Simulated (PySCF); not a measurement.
# AlBr: the SCF solver's settings

The same problem is solved with other solver options, one edit a run.

Method: method and basis as typed in the scripts; program: PySCF 2.14.0.

1 further run of the same task is left out (it didn't finish).

### 1 Starting geometry

AlBr: 2 atoms, charge 0, spin multiplicity 1.

Bond lengths: Al1–Br2 2.079 Å.

### 2 The base run

input.py

```python
from pyscf import gto, scf, mcscf

mol = gto.M(
    atom='Al 0 0 0; Br 0 0 2.079',
    basis='ano-rcc-vdzp',
    charge=0,
    spin=0,
    verbose=3,
)
mf = scf.RHF(mol)
mf = mf.sfx2c1e()
mf.kernel()
mc = mcscf.CASCI(mf, 8, 10)
mc.kernel()
mc.analyze()
mf.dip_moment()
print('orbital energies (hartree):', mf.mo_energy[..., max(0, mol.nelec[1]-3):mol.nelec[0]+3].round(4))
```

Launch:

```
> python input.py
```

The log of this run is left out.

In short: E(SCF) = -2846.853906 Eh, E(CAS) − E(SCF) = -0.02679 Eh, μ = 0.10 D (of the SCF density).

The bond length is a typed value, not an optimised one.

### 3 Convergence threshold 1e-16 hartree

Run 1 changes convergence threshold: default → 1e-16 hartree.

input.py

```python
from pyscf import gto, scf, mcscf

mol = gto.M(
    atom='Al 0 0 0; Br 0 0 2.079',
    basis='ano-rcc-vdzp',
    charge=0,
    spin=0,
    verbose=3,
)
mf = scf.RHF(mol)
mf = mf.sfx2c1e()
mf.conv_tol = 1e-16
mf.kernel()
mc = mcscf.CASCI(mf, 8, 10)
mc.kernel()
mc.analyze()
mf.dip_moment()
print('orbital energies (hartree):', mf.mo_energy[..., max(0, mol.nelec[1]-3):mol.nelec[0]+3].round(4))
```

Launch:

```
> python input.py
```

### 4 Second-order solver on

Run 2 changes second-order solver: off → on.

Changes to input.py since step 2:

```diff
@@ -11,2 +11,3 @@
 mf = mf.sfx2c1e()
+mf = mf.newton()
 mf.kernel()
```

Before running it: what results should come out? Wanted: for each run, E(SCF); from base; gap; SCF dipole; after the SCF.

**Answer**, as computed:

| run | E(SCF) (hartree) | from base (eV) | gap (eV) | SCF dipole (D) | after the SCF |
| --- | --- | --- | --- | --- | --- |
| base | -2846.853906 | 0 | 10.15 | 0.10 | CASCI correlation -0.729 eV |
| convergence threshold 1e-16 hartree | -2846.853906 | 0.0000 | 10.15 | 0.10 | CASCI correlation -0.729 eV |
| second-order solver on | -2846.853906 | 0.0000 | 10.15 | 0.10 | CASCI correlation -0.729 eV |

In words: No change of the SCF energy comes from convergence threshold 1e-16 hartree or second-order solver on.
